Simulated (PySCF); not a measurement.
# C4HF9 ((CF3)3CH): the cost of one run

Computed with PySCF 2.14.0, with density-fitted response routines of our own, on a single molecule, in the gas phase or a continuum. Atoms count from 0, in the outputs and in this text.

### 1 The starting structure

14 atoms, charge 0, multiplicity 1; geometry from: GFN2-xTB. The atoms were then displaced at random by about 0.01 Å, so the start is not that level's minimum.

Bonds of the start (Å): F0–C1 1.34, C1–F2 1.32, C1–F3 1.30, C1–C4 1.55, C4–C5 1.54, C5–F6 1.34, C5–F7 1.32, C5–F8 1.35, C4–C9 1.55, C9–F10 1.33, C9–F11 1.33, C9–F12 1.32, C4–H13 1.09.

### 2 Geometry optimisation at PBE0-D3(BJ)/def2-SVP

The job: settings as JSON, then the geometry in Å.

```
{"job": {"xc": "PBE0", "basis": "def2-SVP", "d3": "d3bj", "grid": 1, "shake": 0.01, "kind": "geom"}, "charge": 0, "multiplicity": 1}
F     -0.415050     0.880580     1.843060
C     -0.368800     1.296440     0.571870
F      0.503310     2.290560     0.501170
F     -1.511860     1.821070     0.240240
C      0.020210     0.150320    -0.397200
C     -1.057610    -0.943110    -0.386560
F     -0.715180    -1.938120    -1.213860
F     -2.208560    -0.463350    -0.807800
F     -1.243550    -1.471600     0.837550
C      1.405070    -0.423540    -0.017920
F      1.425980    -0.976430     1.187270
F      1.781350    -1.350350    -0.900830
F      2.313320     0.538220    -0.069740
H      0.064200     0.574220    -1.395010
```

Launch:

```
OMP_NUM_THREADS=1 python probes_run.py task.json out
```

The driver reads the jobs from task.json and runs them one after another.

**Question.** How long does this first job take on 1 thread of Arm Neoverse V2, shared host, and how much memory does it need?

About 6 min, with a peak of 1 GiB.
